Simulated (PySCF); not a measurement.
**BSiN2H9 (SMILES N[SiH2][BH2-][NH3+]): HF/aug-cc-pVDZ (density fitting with cc-pvqz-jkfit)**

What is the vertical ionisation energy of BSiN2H9 at HF/aug-cc-pVDZ (density fitting with cc-pvqz-jkfit)? The job is set up through a Python script.

The calculation is run with PySCF 2.14.0.

2 further runs of the same task are left out: 2 set aside as unsound or not needed.

### 1 The molecule

BSiN2H9 has 13 atoms, charge 0, and is taken as a singlet. As SMILES, `N[SiH2][BH2-][NH3+]`. Geometry: relaxed at GFN2-xTB. This is one conformer, not always the lowest.

Bond lengths: N1–Si2 1.749 Å, Si2–B3 1.971 Å, B3–N4 1.665 Å, N1–H5 1.007 Å, N1–H6 1.007 Å, Si2–H7 1.509 Å, Si2–H8 1.473 Å, B3–H9 1.194 Å, B3–H10 1.196 Å, N4–H11 1.015 Å, N4–H12 1.014 Å, N4–H13 1.014 Å. Some angles: N1–Si2–B3 111.3°, Si2–B3–N4 107.5°, N1–Si2–H7 107.4°, N1–Si2–H8 101.0°, B3–Si2–H7 112.3°, B3–Si2–H8 121.2°, Si2–N1–H5 117.6°, Si2–N1–H6 119.8°, Si2–B3–H9 115.8°, Si2–B3–H10 113.1°.

### 2 The energy at HF/aug-cc-pVDZ (density fitting with cc-pvqz-jkfit)

mol.xyz

```xyz
13
BH9N2Si
N     -1.949490     0.538890    -0.362940
Si    -0.744780    -0.668930    -0.746640
B      0.634190    -0.777740     0.657460
N      1.502280     0.641950     0.616110
H     -2.710690     0.660100    -1.010830
H     -1.661690     1.445730    -0.033000
H     -0.163760    -0.313330    -2.093610
H     -1.599270    -1.825060    -1.069490
H      0.229830    -0.847700     1.778470
H      1.450750    -1.626680     0.448950
H      2.268430     0.593170     1.279390
H      0.882960     1.406520     0.859440
H      1.861230     0.773090    -0.323310
```

job.py

```python
from pyscf import gto

system = gto.Mole()
system.atom = 'mol.xyz'
system.basis = 'aug-cc-pvdz'
system.verbose = 3
system.max_memory = 1860
system.spin = 0
system.build()

myscf = system.RHF()
myscf = myscf.density_fit(auxbasis='cc-pvqz-jkfit')
myscf.conv_tol = 1e-10
myscf.kernel()
if not myscf.converged:
    myscf = myscf.newton().run(myscf.mo_coeff, myscf.mo_occ)

e_tot = myscf.e_tot
print('E = %.10f Eh' % e_tot)
```

Started as:

```sh
OMP_NUM_THREADS=1 python job.py
```

Output:

```text
converged SCF energy = -427.783695679206
E = -427.7836956792 Eh
```

It took 5.4 s on 1 thread of Arm Neoverse V2, shared host; peak memory 0.35 GiB.

### 3 The doublet cation, same level

calc.py

```python
from pyscf import gto

system = gto.M(
    atom='''
N   -1.949490   0.538890  -0.362940
Si  -0.744780  -0.668930  -0.746640
B    0.634190  -0.777740   0.657460
N    1.502280   0.641950   0.616110
H   -2.710690   0.660100  -1.010830
H   -1.661690   1.445730  -0.033000
H   -0.163760  -0.313330  -2.093610
H   -1.599270  -1.825060  -1.069490
H    0.229830  -0.847700   1.778470
H    1.450750  -1.626680   0.448950
H    2.268430   0.593170   1.279390
H    0.882960   1.406520   0.859440
H    1.861230   0.773090  -0.323310
''',
    basis='aug-cc-pvdz',
    charge=1,
    spin=1,
    verbose=3,
    max_memory=1860,
)

mf = system.UHF()
mf = mf.density_fit(auxbasis='cc-pvqz-jkfit')
mf.conv_tol = 1e-10
mf.kernel()
if not mf.converged:
    mf = mf.newton().run(mf.mo_coeff, mf.mo_occ)

etot = mf.e_tot
print('E = %.10f Eh' % etot)
```

Started as:

```sh
OMP_NUM_THREADS=1 python calc.py
```

Output:

```text
converged SCF energy = -427.474526548082  <S^2> = 0.79313568  2S+1 = 2.0426803
E = -427.4745265481 Eh
```

It took 17 s on 1 thread of Arm Neoverse V2, shared host; peak memory 0.35 GiB.

### 4 What came out

At HF/aug-cc-pVDZ (density fitting with cc-pvqz-jkfit):

| quantity | value |
| --- | --- |
| singlet BSiN2H9: total energy | -427.78370 Eh |
| singlet BSiN2H9: dipole moment | 5.95 D |
| singlet BSiN2H9: HOMO energy | -9.60 eV |
| singlet BSiN2H9: LUMO energy | 0.45 eV |
| singlet BSiN2H9: HOMO–LUMO gap | 10.05 eV |
| doublet cation: total energy | -427.47453 Eh |
| doublet cation: HOMO energy (highest over α and β) | -14.45 eV |
| doublet cation: LUMO energy (lowest over α and β) | -7.24 eV |
| doublet cation: ⟨S²⟩ | 0.793 |
| vertical ionisation energy (to the doublet cation) | 8.413 eV |

Removing an electron at fixed nuclei costs 8.41 eV (194 kcal/mol). −ε(HOMO) before ionisation, 9.60 eV, is 1.19 eV above this ionisation energy. Mulliken charges (doublet cation) run from -0.70 on B3 to +0.86 on Si2; in a basis this large or diffuse they mean little.
